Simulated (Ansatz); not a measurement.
# CH₅GeI: a ladder of functionals and wavefunction methods

How much do the methods differ for CH₅GeI? The plan is to run it at one geometry with functionals of several rungs and with coupled cluster. The yardstick is the atomisation energy at the CCSD(T) limit.

The runs use Ansatz 0.2.0, Gaussian basis; functionals in def2-TZVPP, the program's frozen cores in correlated methods.

The runs, in order: LDA (SPW92), PBE-D4, revPBE-D4, BLYP-D4, r2SCAN-D4, B97M-V, PBE0-D4, B3LYP-D4, r2SCANh-D4, r2SCAN0-D4, HSE06-D4, BHLYP-D4, CAM-B3LYP-D4, LC-ωPBE, ωB97X-V, ωB97M-V, B2PLYP, PBE-QIDH; CCSD(T)/def2-SVP; CCSD(T)/def2-TZVPP; MP2/def2-QZVPP; extrapolation to the limit; RPA on PBE.

### 1 The geometry

An earlier PBE0-D4 in a triple-zeta def2 set relaxation fixed the geometry. I takes the def2 core potential; no spin-orbit term is included.

SMILES `[CH3][GeH2][I]`, 8 atoms, charge 0, spin multiplicity 1.

Atoms are counted from 1 here; the program's logs count them from 0.

Bond lengths: C1–Ge2 1.943 Å, C1–H4 1.090 Å, C1–H5 1.090 Å, C1–H6 1.092 Å, Ge2–I3 2.525 Å, Ge2–H7 1.536 Å, Ge2–H8 1.536 Å. Angles: Ge2–C1–H4 109.9°, Ge2–C1–H5 109.9°, Ge2–C1–H6 109.6°, H4–C1–H5 109.1°, H4–C1–H6 109.2°, H5–C1–H6 109.2°, C1–Ge2–I3 108.3°, C1–Ge2–H7 112.4°, C1–Ge2–H8 112.4°, I3–Ge2–H7 106.4°, I3–Ge2–H8 106.4°, H7–Ge2–H8 110.4°.

Coordinates:

```
atom     x (Å)     y (Å)     z (Å)
  C1  -0.57446   0.85823  -0.30746
 Ge2   0.36439  -0.80640   0.04530
  I3   1.88644  -0.45353   2.02896
  H4   0.14256   1.64860  -0.52836
  H5  -1.16240   1.14421   0.56440
  H6  -1.24094   0.72938  -1.16285
  H7   1.26615  -1.22992  -1.12378
  H8  -0.58965  -1.94777   0.42790
```

### 2 LDA

This LDA is Slater exchange with PW92 correlation.

in.yaml reads:

```yaml
crystal:
  periodic: [false, false, false]
  atoms:
    - {symbol: C, position_ang: [-0.574457, 0.858233, -0.307465]}
    - {symbol: Ge, position_ang: [0.364391, -0.806398, 0.045304]}
    - {symbol: I, position_ang: [1.886442, -0.453534, 2.028959]}
    - {symbol: H, position_ang: [0.142565, 1.648602, -0.528365]}
    - {symbol: H, position_ang: [-1.162402, 1.144206, 0.564396]}
    - {symbol: H, position_ang: [-1.240941, 0.729379, -1.162853]}
    - {symbol: H, position_ang: [1.266154, -1.229921, -1.123776]}
    - {symbol: H, position_ang: [-0.589652, -1.947768, 0.427900]}
basis:
  gaussian: {orbitals: def2-TZVPP}
hamiltonian: {xc: lda}
output: {orbitals: {seedname: orbitals}}
```

The runs that follow: PBE-D4 (GGA); revPBE-D4 (GGA); BLYP-D4 (GGA); r2SCAN-D4 (meta-GGA); B97M-V (meta-GGA); PBE0-D4 (hybrid); B3LYP-D4 (hybrid); r2SCANh-D4 (hybrid); r2SCAN0-D4 (hybrid); HSE06-D4 (hybrid); BHLYP-D4 (hybrid); CAM-B3LYP-D4 (range-separated); LC-ωPBE-D4 (range-separated); ωB97X-V (range-separated); ωB97M-V (range-separated); B2PLYP (double hybrid); PBE-QIDH (double hybrid); CCSD(T) in def2-SVP; CCSD(T) in def2-TZVPP; MP2 in def2-QZVPP; RPA on PBE orbitals.

**Question.** What will the summary of the whole plan be? Wanted: atomisation energy, CCSD(T)/CBS; farthest beyond LDA; mean size of error, GGA; mean size of error, meta-GGA; mean size of error, hybrid; mean size of error, range-separated; mean size of error, double hybrid; gap, smallest and largest; T1 diagnostic.

The runs gave:

```
                               quantity                                                                                      value
        atomisation energy, CCSD(T)/CBS                                                                              2468.9 kJ/mol
 functionals within 24.7 kJ/mol (1.0 %)  PBE-D4, r2SCAN-D4, B97M-V, PBE0-D4, r2SCANh-D4, HSE06-D4, CAM-B3LYP-D4, ωB97X-V, PBE-QIDH
                    farthest beyond LDA                                                                    BHLYP-D4 (-64.9 kJ/mol)
                mean size of error, GGA                                                                                43.8 kJ/mol
           mean size of error, meta-GGA                                                                                 9.0 kJ/mol
             mean size of error, hybrid                                                                                32.2 kJ/mol
    mean size of error, range-separated                                                                                28.8 kJ/mol
      mean size of error, double hybrid                                                                                36.8 kJ/mol
              gap, smallest and largest                                                  4.57 eV (LDA (SPW92)), 11.38 eV (LC-ωPBE)
                          T1 diagnostic                                                                                     0.0090
triples share of the correlation energy                                                                                      2.8 %
```

LDA overbinds by 286.6 kJ/mol (12 %). PBE-D4 is off by -11.8 kJ/mol. Double hybrids carry the basis error of their MP2 part in triple zeta, and no dispersion term here, so their miss is partly the set-up's. By mean error the best rung here is meta-GGA (9.0 kJ/mol) and the worst beyond LDA is GGA (43.8 kJ/mol). The reference freezes the cores and leaves out spin-orbit coupling and excitations past (T), and its outer-core shells are covered unevenly, so misses under about 24.7 kJ/mol can't be ranked. All levels share the lack of spin-orbit coupling, which lowers the free heavy atoms and so the true binding. Hartree-Fock recovers 74 % of the binding; the rest is correlation. CCSD(T) in def2-SVP is off by -150.8 kJ/mol, worse than the median functional, from the basis alone. Orbital gaps span 4.6 to 11.4 eV; exact exchange widens them. Correlated methods include outer-core shells of Ge, I, which these sets cover unevenly.
